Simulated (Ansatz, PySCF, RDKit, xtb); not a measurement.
# C3H9B: from the formula to a structure

Task: start from the formula C3H9B, draw up candidate structures, narrow them down in stages, and characterise the one that lies lowest at 298.15 K.

The funnel: GFN2-xTB relaxations, single points with a density functional, relaxations at PBE0-D3(BJ)/def2-SVP, harmonic vibrations, and a last energy at a higher level. All values are calculated.

7 further runs of the same task are left out: 7 set aside as unsound or not needed.

**1. Drawing up candidates**

A program enumerates the bonding patterns with one Lewis structure each (two rings at most, one unusual centre or charged pair), with their diastereomers. O–O, O–halogen and N–halogen bonds and N–N–N chains are not drawn. That gives 9 candidates.

```csv
label,SMILES,spin
c215,[BH3-][CH+]CC,singlet
c303,CBCC,singlet
c331,BCCC,singlet
c342,[CH2+][BH-](C)C,singlet
c347,BC(C)C,singlet
c672,C[BH2-][CH+]C,singlet
c816,[CH2+][BH2-]CC,singlet
c934,CB(C)C,singlet
c990,[BH3-][C+](C)C,singlet
```

Candidates are built by distance geometry, with a force field where one applies, in up to four conformers (letters a to d).

**Question.** With final energies at CCSD(T)/def2-SVP + MP2/def2-TZVPP - MP2/def2-SVP, which structure will this search put lowest in free energy, and by what margin?

| quantity | value |
| --- | --- |
| lowest structure found | CB(C)C, singlet, Cs |
| next finalist | CBCC, singlet, 14.8 kcal/mol higher in G |
| share at equilibrium, among the finalists | 100.0 % |
| harmonic wavenumbers, lowest and highest (PBE0-D3(BJ)/def2-SVP) | 12 and 3161 cm⁻¹ |
| rotational constants, same geometry | 0.2444, 0.2413, 0.1301 cm⁻¹ |
| dipole moment (PBE0/def2-TZVPD) | 0.08 D |
| HOMO energy (PBE0/def2-TZVPD) | -8.50 eV |
| LUMO energy (PBE0/def2-TZVPD) | -0.15 eV |
| HOMO–LUMO gap (PBE0/def2-TZVPD) | 8.34 eV |
| lowest excitation (TD-B3LYP/def2-SVPD) | 6.46 eV (f = 0.001) |
| lowest triplet excitation, same level, Tamm-Dancoff | 5.97 eV |
| vertical ionisation energy | 10.59 eV |
| vertical electron affinity | -0.76 eV (unbound: the value depends on the basis) |
| vertical triplet less singlet | +5.91 eV |

The search ends on `CB(C)C`. Among the finalists first place is clear (14.8 kcal/mol); structures outside the list aren't covered. HF/STO-3G, r2SCAN-D4/def2-SVP, PBE0-D3(BJ)/def2-SVP, HF/def2-SVP and MP2/def2-SVP already put its bonding pattern lowest among the structures in one piece; GFN2-xTB favours the singlet BCCC (c215b, not a finalist). One minimum inside the window was never screened. The search is not exhaustive (a finite list of starts, one conformer a finalist), so a lower isomer can't be ruled out. Patterns outside the rules of the enumeration were met only by chance. The lowest isomer need not be the one that is made and kept in a bottle, which depends on barriers.
